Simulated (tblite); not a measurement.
# CH10N2S2Si2: the cost of one run

The runs use tblite 0.8.0 and PySCF 2.14.0, with density-fitted response routines of our own; the level of theory stands in each step. All values are computed, except where a source is named. Atoms count from 0, in the outputs and in this text.

## (1) The starting structure

17 atoms, charge 0, multiplicity 1; geometry from: force field or distance geometry start.

Bonds of the start (Å): C0–Si1 1.89, Si1–N2 1.76, N2–Si3 1.78, Si3–N4 1.76, Si3–S5 2.17, Si3–S6 2.15, C0–H7 1.10, C0–H8 1.12, C0–H9 1.10, Si1–H10 1.47, Si1–H11 1.46, N2–H12 1.03, N4–H13 1.03, N4–H14 1.06, S5–H15 1.41, S6–H16 1.41.

## (2) Optimising the geometry with GFN2-xTB

The job: settings as JSON, then the geometry in Å.

```
{"job": {"kind": "relax", "xc": "GFN2-xTB", "basis": "xTB"}, "charge": 0, "multiplicity": 1}
C      3.010700    -0.318300     0.725800
Si     1.418800     0.566400     0.223400
N      0.235400    -0.683000    -0.161200
Si    -1.458400    -0.174200     0.079900
N     -1.691500     1.494100    -0.435500
S     -2.659800    -1.472600    -1.169100
S     -2.050100    -0.401000     2.137400
H      3.297600    -0.036500     1.753800
H      2.849700    -1.426600     0.735900
H      3.818000    -0.154200    -0.009800
H      1.764700     1.353000    -0.969000
H      1.021000     1.462600     1.306800
H      0.372600    -1.010600    -1.126500
H     -2.670400     1.807800    -0.346400
H     -1.055200     2.133400     0.113500
H     -2.750900    -2.686600    -0.464100
H     -3.459200    -0.441700     2.244700
```

Started as:

```sh
$ OMP_NUM_THREADS=1 python probes_run.py task.json out
```

The driver reads the jobs from task.json and runs them one after another.

Q: Estimate the wall time of this first job on 1 thread of Arm Neoverse N1, shared host.

About 3.9 s.
